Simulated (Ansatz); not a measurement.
# AlGeH₅ (singlet): the correlation ladder, cc-pVTZ

One table from this session's results is given with a row withheld; the runs are named, their logs left out.

Computed with Ansatz 0.2.0, Gaussian basis. Level: cc-pVTZ, core rule «outside noble gas», up to 19 orbitals frozen.

Plan: UHF; CCSD(T) on RHF; BCCD(T) on RHF; CCSDT(Q) on RHF.

### What is computed

The geometry is a PBE0/def2-TZVP stationary point (not a proven minimum). No spin-orbit coupling is included. The filled d shell of Ge may be among the frozen orbitals whatever the setting's name suggests.

7 atoms, charge 0, spin multiplicity 1.

Atoms are counted from 1 here; the program's logs count them from 0.

Bond lengths: Ge1–Al2 2.479 Å, Ge1–H3 1.541 Å, Ge1–H4 1.543 Å, Ge1–H5 1.543 Å, Al2–H6 1.588 Å, Al2–H7 1.588 Å. Angles: Al2–Ge1–H3 113.9°, Al2–Ge1–H4 111.3°, Al2–Ge1–H5 111.3°, H3–Ge1–H4 106.9°, H3–Ge1–H5 106.9°, H4–Ge1–H5 106.0°, Ge1–Al2–H6 121.3°, Ge1–Al2–H7 119.4°, H6–Al2–H7 119.3°.

The first run:

Input file in.yaml:

```yaml
crystal:
  periodic: [false, false, false]
  atoms:
    - {symbol: Ge, position_ang: [0.000000, 0.000899, 0.685381]}
    - {symbol: Al, position_ang: [0.000000, 0.001025, -1.793332]}
    - {symbol: H, position_ang: [0.000000, 1.409025, 1.310315]}
    - {symbol: H, position_ang: [1.232737, -0.738751, 1.246452]}
    - {symbol: H, position_ang: [-1.232737, -0.738751, 1.246452]}
    - {symbol: H, position_ang: [0.000000, 1.358175, -2.617361]}
    - {symbol: H, position_ang: [0.000000, -1.381914, -2.574090]}
basis:
  gaussian: {orbitals: cc-pVTZ}
magnetization: {spin_polarized: true, initial_magnetization: 0}
hamiltonian: {xc: hf}
output: {orbitals: {seedname: orbitals}}
```

Started as:

```bash
$ ansatz run in.yaml --threads 1 --pin off --events-out ev --progress --plain --max-ram 2816MiB --backend cpu
```

Steps of the session up to this table: UHF; CCSD(T) on RHF; BCCD(T) on RHF; CCSDT(Q) on RHF.

One table of the session follows, with a row left open; its other results are not shown here.

```
   method  from RCCSDT(Q) (meV)
      RHF               +7081.7
     RMP2               +1398.6
    RCCSD                +218.3
 RCCSD(T)                 +38.0
  BCCD(T)                 +36.9
   RCCSDT                     ?
RCCSDT(Q)                     0
```

Q: Estimate the row for RCCSDT from the others.

The run gave: from RCCSDT(Q) (meV): +6.7. In the column «from RCCSDT(Q) (meV)» it lies between RCCSDT(Q) (0) and BCCD(T) (+36.9).

With the free atoms at the same levels and basis (separate runs), the atomisation energy is 16.981 eV at RCCSDT(Q), 16.971 eV at RCCSD(T), 13.166 eV at RHF.
